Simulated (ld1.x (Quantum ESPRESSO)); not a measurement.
**Changing the settings of a TM potential for B, part 1 of 2**

Aim: generate and test one potential in full, then change one design choice at a time and see what happens to hardness, ghosts and transferability.

Program: ld1.x (Quantum ESPRESSO) 7.5. Reference atom: PBE, scalar-relativistic, spherical and spin-unpolarised. All values are calculated.

2 further runs of the same task are left out: 2 set aside as unsound or not needed.

### Step 1. The atom and the settings

Typed settings, in words:

```json
{"element": "boron (B, Z = 5)", "type": "norm-conserving Troullier–Martins (Kleinman–Bylander form)", "frozen core": "[He]", "valence charge": "3", "reference configuration": "2s1.5 2p1.5", "partial waves": "2s (bound): rc 1.45 bohr; 2p (bound): rc 2.60 bohr; 3d channel at 0.35 Ry: rc 2.05 bohr", "local potential": "all-electron potential smoothed inside 1.55 bohr (lloc = -2)", "core correction": "not asked for"}
```

An earlier all-electron run gives the scale for the radii.

All-electron outer shells of the reference configuration (PBE, scalar-relativistic, ld1.x):

```
shell  level (eV)  outermost node (bohr)  outermost maximum (bohr)
   1s     -181.19                      –                      0.21
   2s       -9.69                   0.46                      1.52
   2p       -3.84                      –                      1.57
```

### Step 2. The first potential

The input, B.in:

```
 &input
   title='B', zed=5., rel=1, dft='PBE', iswitch=3,
   config='[He] 2s1.5 2p1.5 3d-2',
   nld=3, rlderiv=2.85, eminld=-3.0, emaxld=5.0, deld=0.02
 /
 &inputp
   pseudotype=2, tm=.true., lloc=-2, rcloc=1.55,
   nlcc=.false.,
   file_pseudopw='B.UPF', file_wfcaegen='ae.wfc', file_wfcncgen='nc.wfc', file_beta='beta', file_chi='chi'
 /
3
2S  1  0   1.50   0.00  1.45  1.45  0.0
2P  2  1   1.50   0.00  2.60  2.60  0.0
3D  3  2  -2.00   0.35  2.05  2.05  0.0
 &test
   configts(1)='2s1.5 2p1.5'
 /
```

On the command line:

```console
$ ld1.x < B.in > B.out
```

Output in B.out (without the banner and most projector matrices):

```text
     Program LD1 v.7.5
     --------------------------- All-electron run ----------------------------

     B
     scalar relativistic calculation

     atomic number is  5.00
     dft =PBE   lsd =0 sic =0 latt =0  beta=0.20 tr2=1.0E-14
     Exchange-correlation= PBE
                           (   1   4   3   4   0   0   0)
     mesh =1059 r(mesh) = 101.04461 a.u. xmin = -7.00 dx = 0.01250
     1 Ry =  13.60569312 eV, c = 137.03599908

     n l     nl                  e(Ry)          e(Ha)          e(eV)
     1 0     1S 1( 2.00)       -13.3169        -6.6584      -181.1851
     2 0     2S 1( 1.50)        -0.7125        -0.3563        -9.6943
     2 1     2P 1( 1.50)        -0.2824        -0.1412        -3.8428

     final scf error:  9.0E-15 reached in  28 iterations

     Etot =     -48.991911 Ry,     -24.495955 Ha,    -666.568904 eV

     Ekin =      48.824168 Ry,      24.412084 Ha,     664.286652 eV
     Encl =    -113.237744 Ry,     -56.618872 Ha,   -1540.677997 eV
     Eh   =      22.969060 Ry,      11.484530 Ha,     312.509986 eV
     Exc  =      -7.547395 Ry,      -3.773698 Ha,    -102.687545 eV

     normalization and overlap integrals

     s(1S/1S) =  1.000000  <r> =   0.3292  <r2> =    0.1473  r(max) =   0.2103
     s(2S/2S) =  1.000000  <r> =   1.9443  <r2> =    4.5598  r(max) =   1.5152
     s(2P/2P) =  1.000000  <r> =   2.2730  <r2> =    6.7005  r(max) =   1.5731

     ------------------------ End of All-electron run ------------------------

     --------------------- Generating NC pseudopotential ---------------------

      Generating local potential from pseudized AE potential:
      Matching radius rcloc =   1.5500
      Enforcing V''(0)=0 (lloc=-2)

      Local pseudo, rcloc= 1.554 Estimated cut-off energy=    12.20 Ry

      Wfc   2S  rcut= 1.441  Using Troullier-Martins method

      Wfc   2P  rcut= 2.626  Using Troullier-Martins method

      Wfc   3D  rcut= 2.045  Using Troullier-Martins method

     ------------------- End of pseudopotential generation -------------------

     [... the all-electron block is printed once more ...]


     Computing logarithmic derivative in   2.84861
     Computing logarithmic derivative in   2.84861
     Computing the partial wave expansion
     R is outside the sphere for l=    0 j= 0.00
     R is outside the sphere for l=    1 j= 0.00
     R is outside the sphere for l=    2 j= 0.00

     ---------------------- Testing the pseudopotential ----------------------

     B
     scalar relativistic calculation

     atomic number is  5.00   valence charge is  3.00
     dft =PBE   lsd =0 sic =0 latt =0  beta=0.20 tr2=1.0E-14
     mesh =1059 r(mesh) = 101.04461 xmin = -7.00 dx = 0.01250

     n l     nl             e AE (Ry)        e PS (Ry)    De AE-PS (Ry)
     1 0     2S   1( 1.50)       -0.71252       -0.71252        0.00000
     2 1     2P   1( 1.50)       -0.28244       -0.28244        0.00000

     eps = 1.5E-16  iter =  6

     Etot =     -48.991911 Ry,     -24.495955 Ha,    -666.568904 eV
     Etotps =    -4.942375 Ry,      -2.471187 Ha,     -67.244435 eV

     Ekin =       2.816408 Ry,       1.408204 Ha,      38.319185 eV
     Encl =     -10.017013 Ry,      -5.008507 Ha,    -136.288407 eV
     Ehrt =       3.905021 Ry,       1.952511 Ha,      53.130520 eV
     Ecxc =      -1.574634 Ry,      -0.787317 Ha,     -21.423993 eV
     Epseu=      -0.072157 Ry,      -0.036078 Ha,      -0.981740 eV

     ---------------------- End of pseudopotential test ----------------------
```

Run time: 2.7 s. Hardware: 1 thread, shared host. (Generation and the later configuration tests together.)

All-electron and pseudo partial waves u(r) = r·R(r), from the program's wave files:

| r (bohr) | 2p AE | 2p PS | 2s AE | 2s PS |
| --- | --- | --- | --- | --- |
| 0.130 | 0.0434 | 0.0159 | -0.2972 | 0.0545 |
| 0.260 | 0.1311 | 0.0619 | -0.2598 | 0.1126 |
| 0.390 | 0.2282 | 0.1330 | -0.1011 | 0.1777 |
| 0.520 | 0.3199 | 0.2218 | 0.0860 | 0.2530 |
| 0.650 | 0.4000 | 0.3189 | 0.2616 | 0.3397 |
| 0.780 | 0.4666 | 0.4146 | 0.4101 | 0.4349 |
| 0.910 | 0.5209 | 0.5003 | 0.5285 | 0.5306 |
| 1.040 | 0.5636 | 0.5697 | 0.6175 | 0.6150 |
| 1.170 | 0.5948 | 0.6195 | 0.6791 | 0.6780 |
| 1.300 | 0.6156 | 0.6496 | 0.7170 | 0.7169 |
| 1.430 | 0.6272 | 0.6623 | 0.7350 | 0.7350 |
| 1.560 | 0.6311 | 0.6614 | 0.7372 | 0.7372 |
| 1.690 | 0.6285 | 0.6512 | 0.7268 | 0.7268 |
| 1.820 | 0.6206 | 0.6353 | 0.7071 | 0.7071 |
| 1.950 | 0.6086 | 0.6167 | 0.6805 | 0.6805 |
| 2.080 | 0.5933 | 0.5969 | 0.6491 | 0.6491 |
| 2.210 | 0.5755 | 0.5767 | 0.6146 | 0.6146 |
| 2.340 | 0.5559 | 0.5561 | 0.5784 | 0.5784 |
| 2.470 | 0.5351 | 0.5351 | 0.5415 | 0.5415 |
| 2.600 | 0.5134 | 0.5134 | 0.5048 | 0.5048 |
| 2.730 | 0.4913 | 0.4913 | 0.4687 | 0.4687 |
| 2.860 | 0.4691 | 0.4691 | 0.4338 | 0.4338 |
| 2.990 | 0.4470 | 0.4470 | 0.4003 | 0.4003 |
| 3.120 | 0.4252 | 0.4252 | 0.3686 | 0.3686 |
| 3.250 | 0.4039 | 0.4039 | 0.3386 | 0.3386 |
| 3.380 | 0.3832 | 0.3832 | 0.3105 | 0.3105 |

### Step 3. Transferability test

The input, B.test.in:

```
 &input
   title='B', zed=5., rel=1, dft='PBE', iswitch=2,
   config='[He] 2s1.5 2p1.5 3d-2'
 /
 &test
   file_pseudo='B.UPF', nconf=8,
   configts(1)='2s1.5 2p1.5',
   configts(2)='2s2 2p1',
   configts(3)='2s2 2p0',
   configts(4)='2s1 2p0',
   configts(5)='2s1 2p1',
   configts(6)='2s2 2p1.3',
   configts(7)='2s1 2p2',
   configts(8)='2s0 2p3'
 /
```

On the command line:

```console
$ ld1.x < B.test.in > B.test.out
```

B.test.out, the pseudopotential blocks:

```text
     ---------------------- Testing the pseudopotential ----------------------

     B
     scalar relativistic calculation

     atomic number is  5.00   valence charge is  3.00
     dft =PBE   lsd =0 sic =0 latt =0  beta=0.20 tr2=1.0E-14
     mesh =1059 r(mesh) = 101.04461 xmin = -7.00 dx = 0.01250

     n l     nl             e AE (Ry)        e PS (Ry)    De AE-PS (Ry)
     1 0     2S   1( 1.50)       -0.71252       -0.71252        0.00000
     2 1     2P   1( 1.50)       -0.28244       -0.28244        0.00000

     eps = 1.0E-16  iter =  4

     Etot =     -48.991911 Ry,     -24.495956 Ha,    -666.568907 eV
     Etotps =    -4.942375 Ry,      -2.471187 Ha,     -67.244436 eV

     Ekin =       2.816408 Ry,       1.408204 Ha,      38.319184 eV
     Encl =     -10.017013 Ry,      -5.008507 Ha,    -136.288407 eV
     Ehrt =       3.905021 Ry,       1.952511 Ha,      53.130520 eV
     Ecxc =      -1.574634 Ry,      -0.787317 Ha,     -21.423993 eV
     Epseu=      -0.072157 Ry,      -0.036078 Ha,      -0.981740 eV

     ---------------------- End of pseudopotential test ----------------------

     ---------------------- Testing the pseudopotential ----------------------

     B
     [...]
     n l     nl             e AE (Ry)        e PS (Ry)    De AE-PS (Ry)
     1 0     2S   1( 2.00)       -0.69405       -0.69282       -0.00123
     2 1     2P   1( 1.00)       -0.26511       -0.26419       -0.00092

     eps = 1.7E-15  iter = 16

     Etot =     -49.206684 Ry,     -24.603342 Ha,    -669.491037 eV
     Etotps =    -5.157069 Ry,      -2.578534 Ha,     -70.165497 eV
     dEtot_ae =      -0.214773 Ry
     dEtot_ps =      -0.214694 Ry,   Delta E=      -0.000079 Ry

     [...]
     ---------------------- End of pseudopotential test ----------------------

     ---------------------- Testing the pseudopotential ----------------------

     B
     [...]
     n l     nl             e AE (Ry)        e PS (Ry)    De AE-PS (Ry)
     1 0     2S   1( 2.00)       -1.43403       -1.42466       -0.00937  !
     2 1     2P   1( 0.00)       -0.98227       -0.96687       -0.01540  !

     eps = 7.4E-15  iter = 16

     Etot =     -48.602552 Ry,     -24.301276 Ha,    -661.271412 eV
     Etotps =    -4.558775 Ry,      -2.279387 Ha,     -62.025292 eV
     dEtot_ae =       0.389359 Ry
     dEtot_ps =       0.383600 Ry,   Delta E=       0.005759 Ry

     [...]
     ---------------------- End of pseudopotential test ----------------------

     ---------------------- Testing the pseudopotential ----------------------

     B
     [...]
     n l     nl             e AE (Ry)        e PS (Ry)    De AE-PS (Ry)
     1 0     2S   1( 1.00)       -2.31339       -2.29426       -0.01913  !
     2 1     2P   1( 0.00)       -1.87356       -1.82655       -0.04701  !

     eps = 6.9E-16  iter = 12

     Etot =     -46.734041 Ry,     -23.367020 Ha,    -635.849014 eV
     Etotps =    -2.703753 Ry,      -1.351876 Ha,     -36.786428 eV
     dEtot_ae =       2.257870 Ry
     dEtot_ps =       2.238622 Ry,   Delta E=       0.019248 Ry

     [...]
     ---------------------- End of pseudopotential test ----------------------

     ---------------------- Testing the pseudopotential ----------------------

     B
     [...]
     n l     nl             e AE (Ry)        e PS (Ry)    De AE-PS (Ry)
     1 0     2S   1( 1.00)       -1.43999       -1.44207        0.00208
     2 1     2P   1( 1.00)       -0.98910       -0.98562       -0.00348

     eps = 7.0E-15  iter = 16

     Etot =     -48.151191 Ry,     -24.075596 Ha,    -655.130331 eV
     Etotps =    -4.101574 Ry,      -2.050787 Ha,     -55.804759 eV
     dEtot_ae =       0.840720 Ry
     dEtot_ps =       0.840801 Ry,   Delta E=      -0.000081 Ry

     [...]
     ---------------------- End of pseudopotential test ----------------------

     ---------------------- Testing the pseudopotential ----------------------

     B
     [...]
     n l     nl             e AE (Ry)        e PS (Ry)    De AE-PS (Ry)
     1 0     2S   1( 2.00)       -0.51890       -0.51795       -0.00094
     2 1     2P   1( 1.30)       -0.10161       -0.10134       -0.00026

     eps = 3.6E-16  iter =  9

     Etot =     -49.260950 Ry,     -24.630475 Ha,    -670.229364 eV
     Etotps =    -5.211177 Ry,      -2.605589 Ha,     -70.901681 eV
     dEtot_ae =      -0.269039 Ry
     dEtot_ps =      -0.268803 Ry,   Delta E=      -0.000236 Ry

     [...]
     ---------------------- End of pseudopotential test ----------------------

     ---------------------- Testing the pseudopotential ----------------------

     B
     [...]
     n l     nl             e AE (Ry)        e PS (Ry)    De AE-PS (Ry)
     1 0     2S   1( 1.00)       -0.72916       -0.73039        0.00123
     2 1     2P   1( 2.00)       -0.29827       -0.29906        0.00080

     eps = 4.6E-15  iter = 14

     Etot =     -48.776654 Ry,     -24.388327 Ha,    -663.640181 eV
     Etotps =    -4.727022 Ry,      -2.363511 Ha,     -64.314404 eV
     dEtot_ae =       0.215257 Ry
     dEtot_ps =       0.215353 Ry,   Delta E=      -0.000096 Ry

     [...]
     ---------------------- End of pseudopotential test ----------------------

     ---------------------- Testing the pseudopotential ----------------------

     B
     [...]
     n l     nl             e AE (Ry)        e PS (Ry)    De AE-PS (Ry)
     1 0     2S   1( 0.00)       -0.75829       -0.76265        0.00436
     2 1     2P   1( 3.00)       -0.32646       -0.32866        0.00220

     eps = 4.0E-15  iter =  9

     Etot =     -48.345216 Ry,     -24.172608 Ha,    -657.770176 eV
     Etotps =    -4.294348 Ry,      -2.147174 Ha,     -58.427576 eV
     dEtot_ae =       0.646695 Ry
     dEtot_ps =       0.648027 Ry,   Delta E=      -0.001333 Ry

     [...]
     ---------------------- End of pseudopotential test ----------------------
```

The tests as a table, with energies relative to 2s1.5 2p1.5. The frozen-core shift comes from a second all-electron run, not shown, with the core orbitals held at their reference shape; it is that run's ΔE less the relaxed one.

| valence configuration | charge | ΔE all-electron (eV) | error AE − PS (meV) | frozen-core shift (meV) |
| --- | --- | --- | --- | --- |
| 2s2 2p1 | 0 | -2.922 | -1.1 | +0.1 |
| 2s2 2p0 | +1 | 5.297 | +78 | +0.3 |
| 2s1 2p0 | +2 | 30.720 | +262 | +4.4 |
| 2s1 2p1 | +1 | 11.439 | -1.1 | +0.5 |
| 2s2 2p1.3 | -0.3 | -3.660 | -3.2 | +0.1 |
| 2s1 2p2 | 0 | 2.929 | -1.3 | +0.1 |
| 2s0 2p3 | 0 | 8.799 | -18 | +1.0 |

(Continued in part 2 of 2.)
